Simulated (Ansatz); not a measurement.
# GeSb4Te7: the cost of one run

Computed with Ansatz 0.2.0 (DFT PBE, scalar-relativistic, plane waves, PAW, unless a step's input says otherwise).

**1. The system as given**

It takes space group P-3m1 (No. 164, trigonal). Conventional cell: a = 4.289 Å, b = 4.289 Å, c = 24.638 Å, α = 90.00°, β = 90.00°, γ = 120.00°. Around Ge (site symmetry -3m) lie 6 Te at 3.00 Å. Sb (site symmetry 3m) is surrounded by 6 Te at 3.01 to 3.18 Å. Around Sb (site symmetry 3m) lie 6 Te at 3.00 to 3.19 Å. Te (site symmetry 3m) has 3 Sb at 3.01 Å in its first shell of neighbours. Around Te (site symmetry 3m) lie 3 Sb at 3.00 Å. Te (site symmetry 3m) is surrounded by 3 Ge at 3.00 Å and 3 Sb at 3.19 Å. Te (site symmetry -3m) has 6 Sb at 3.18 Å in its first shell of neighbours.

Structure file:

```
Ge Sb Te
1.0
     8.57860    0.00000    0.00000
    -4.28930    7.42929    0.00000
     0.00000    0.00000   24.63778
Ge Sb Te
4 16 28
Direct
  0.00000 0.00000 0.50000
  0.00000 0.50000 0.50000
  0.50000 0.00000 0.50000
  0.50000 0.50000 0.50000
  0.33333 0.16667 0.91890
  0.33333 0.66667 0.91890
  0.83333 0.16667 0.91890
  0.83333 0.66667 0.91890
  0.16667 0.33333 0.34975
  0.16667 0.83333 0.34975
  0.66667 0.33333 0.34975
  0.66667 0.83333 0.34975
  0.16667 0.33333 0.08110
  0.16667 0.83333 0.08110
  0.66667 0.33333 0.08110
  0.66667 0.83333 0.08110
  0.33333 0.16667 0.65025
  0.33333 0.66667 0.65025
  0.83333 0.16667 0.65025
  0.83333 0.66667 0.65025
  0.16667 0.33333 0.84973
  0.16667 0.83333 0.84973
  0.66667 0.33333 0.84973
  0.66667 0.83333 0.84973
  0.33333 0.16667 0.15027
  0.33333 0.66667 0.15027
  0.83333 0.16667 0.15027
  0.83333 0.66667 0.15027
  0.00000 0.00000 0.71898
  0.00000 0.50000 0.71898
  0.50000 0.00000 0.71898
  0.50000 0.50000 0.71898
  0.33333 0.16667 0.43139
  0.33333 0.66667 0.43139
  0.83333 0.16667 0.43139
  0.83333 0.66667 0.43139
  0.16667 0.33333 0.56861
  0.16667 0.83333 0.56861
  0.66667 0.33333 0.56861
  0.66667 0.83333 0.56861
  0.00000 0.00000 0.00000
  0.00000 0.50000 0.00000
  0.50000 0.00000 0.00000
  0.50000 0.50000 0.00000
  0.00000 0.00000 0.28102
  0.00000 0.50000 0.28102
  0.50000 0.00000 0.28102
  0.50000 0.50000 0.28102
```

The runs take a perfect supercell of 48 atoms; the defect goes to fractional position (0.333, 0.167, 0.919).

**2. The perfect supercell**

Input file input.yaml:

```yaml
crystal:
  lattice:
    - [8.578601, 0.0, 0.0]
    - [-4.2893, 7.429286, 0.0]
    - [0.0, 0.0, 24.637778]
  atoms:
    - { symbol: Ge, position: [0.0, 0.0, 0.5] }
    - { symbol: Ge, position: [0.0, 0.5, 0.5] }
    - { symbol: Ge, position: [0.5, 0.0, 0.5] }
    - { symbol: Ge, position: [0.5, 0.5, 0.5] }
    - { symbol: Sb, position: [0.333333, 0.166667, 0.918899] }
    - { symbol: Sb, position: [0.333333, 0.666667, 0.918899] }
    - { symbol: Sb, position: [0.833333, 0.166667, 0.918899] }
    - { symbol: Sb, position: [0.833333, 0.666667, 0.918899] }
    - { symbol: Sb, position: [0.166667, 0.333333, 0.349752] }
    - { symbol: Sb, position: [0.166667, 0.833333, 0.349752] }
    - { symbol: Sb, position: [0.666667, 0.333333, 0.349752] }
    - { symbol: Sb, position: [0.666667, 0.833333, 0.349752] }
    - { symbol: Sb, position: [0.166667, 0.333333, 0.081101] }
    - { symbol: Sb, position: [0.166667, 0.833333, 0.081101] }
    - { symbol: Sb, position: [0.666667, 0.333333, 0.081101] }
    - { symbol: Sb, position: [0.666667, 0.833333, 0.081101] }
    - { symbol: Sb, position: [0.333333, 0.166667, 0.650248] }
    - { symbol: Sb, position: [0.333333, 0.666667, 0.650248] }
    - { symbol: Sb, position: [0.833333, 0.166667, 0.650248] }
    - { symbol: Sb, position: [0.833333, 0.666667, 0.650248] }
    - { symbol: Te, position: [0.166667, 0.333333, 0.849732] }
    - { symbol: Te, position: [0.166667, 0.833333, 0.849732] }
    - { symbol: Te, position: [0.666667, 0.333333, 0.849732] }
    - { symbol: Te, position: [0.666667, 0.833333, 0.849732] }
    - { symbol: Te, position: [0.333333, 0.166667, 0.150268] }
    - { symbol: Te, position: [0.333333, 0.666667, 0.150268] }
    - { symbol: Te, position: [0.833333, 0.166667, 0.150268] }
    - { symbol: Te, position: [0.833333, 0.666667, 0.150268] }
    - { symbol: Te, position: [0.0, 0.0, 0.718978] }
    - { symbol: Te, position: [0.0, 0.5, 0.718978] }
    - { symbol: Te, position: [0.5, 0.0, 0.718978] }
    - { symbol: Te, position: [0.5, 0.5, 0.718978] }
    - { symbol: Te, position: [0.333333, 0.166667, 0.431394] }
    - { symbol: Te, position: [0.333333, 0.666667, 0.431394] }
    - { symbol: Te, position: [0.833333, 0.166667, 0.431394] }
    - { symbol: Te, position: [0.833333, 0.666667, 0.431394] }
    - { symbol: Te, position: [0.166667, 0.333333, 0.568606] }
    - { symbol: Te, position: [0.166667, 0.833333, 0.568606] }
    - { symbol: Te, position: [0.666667, 0.333333, 0.568606] }
    - { symbol: Te, position: [0.666667, 0.833333, 0.568606] }
    - { symbol: Te, position: [0.0, 0.0, 0.0] }
    - { symbol: Te, position: [0.0, 0.5, 0.0] }
    - { symbol: Te, position: [0.5, 0.0, 0.0] }
    - { symbol: Te, position: [0.5, 0.5, 0.0] }
    - { symbol: Te, position: [0.0, 0.0, 0.281022] }
    - { symbol: Te, position: [0.0, 0.5, 0.281022] }
    - { symbol: Te, position: [0.5, 0.0, 0.281022] }
    - { symbol: Te, position: [0.5, 0.5, 0.281022] }
basis:
  ecutwfc: 420
  fft_grid_basis: typed
kpoints:
  mp_grid: { grid: [3, 3, 1] }
hamiltonian:
  xc: pbe
  pseudopotentials: { kind: paw }
scf:
  occupations: { method: gaussian, width: 0.05 }
output:
  forces: true
  stress: false
  eigenvalues: true
  bader: false
  write_density: true
  volumetric_format: npy
```

Command:

```
$ ansatz run input.yaml --threads 8 --pin off --max-ram 16384MiB --backend cpu --events-out ev --progress --plain --runs-dir out
```

What time and memory should one allow on 8 threads of Arm Neoverse V1, shared host?

About 35 s, with a peak of 8.7 GiB.
